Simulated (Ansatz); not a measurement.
# B2ClH3S: the cost of one run

Program: Ansatz 0.2.0, driven from Python. The levels of theory stand in the script. These are calculated values, not measurements.

**1. The system**

Bond lengths: S1–B2 1.827 Å, B2–B3 1.645 Å, B3–Cl4 1.791 Å, S1–H5 1.446 Å, B2–H6 1.195 Å, B3–H7 1.243 Å. Angles: S1–B2–B3 118.9°, S1–B2–H6 120.3°, B3–B2–H6 120.8°, B2–S1–H5 93.3°, B2–B3–Cl4 124.7°, B2–B3–H7 118.3°, Cl4–B3–H7 117.0°.

The script reads b2clh3s.xyz:

```xyz
7

S    -1.83390    0.50810    0.20560
B    -0.04500    0.43170    0.56990
B     0.85180   -0.77220   -0.10310
Cl    0.21170   -2.02010   -1.21710
H    -1.64900    1.36170   -0.94690
H     0.46120    1.24720    1.28150
H     2.06440   -0.82440    0.16450
```

**2. Script**

methods_b2clh3s.py

```python
# -*- coding: utf-8 -*-
"""One geometry of B2ClH3S, method by method."""

import ansatz as az

BASIS_SET = "cc-pVDZ"

system = az.Crystal.molecule_from_extxyz("b2clh3s.xyz")

calc = system.calculation().basis(gaussian=BASIS_SET)

methods = ["mp2", "ccsd", "ccsd_t"]
reports = [calc.correlation(m).run(threads=1).report for m in methods]
print(f"Hartree-Fock reference {reports[0]['reference_energy_ev'] / 27.211386246:.6f} Ha")
best = reports[-1]["free_energy_ev"] - reports[-1]["reference_energy_ev"]
for method, each in zip(methods, reports):
    gained = each["free_energy_ev"] - each["reference_energy_ev"]
    print(f"{method:8s} total {each['free_energy_ev'] / 27.211386246:.6f} Ha  correlation {gained:9.4f} eV  ({100 * gained / best:.1f} % of the last)")
```

**3. The calls as engine input**

The package turns the script's settings into the engine's input (first run):

```yaml
crystal:
  periodic: [false, false, false]
  atoms:
    - { symbol: S, position_ang: [-1.8339, 0.5081, 0.2056] }
    - { symbol: B, position_ang: [-0.045, 0.4317, 0.5699] }
    - { symbol: B, position_ang: [0.8518, -0.7722, -0.1031] }
    - { symbol: Cl, position_ang: [0.2117, -2.0201, -1.2171] }
    - { symbol: H, position_ang: [-1.649, 1.3617, -0.9469] }
    - { symbol: H, position_ang: [0.4612, 1.2472, 1.2815] }
    - { symbol: H, position_ang: [2.0644, -0.8244, 0.1645] }
basis:
  gaussian:
    orbitals: cc-pVDZ
correlation:
  method: mp2
```

**4. Launch**

Started as:

```sh
$ python methods_b2clh3s.py
```

Q: Estimate wall time and peak memory on 1 thread of Arm Neoverse V2, shared host.

About 9.7 s, with a peak of 0.27 GiB.
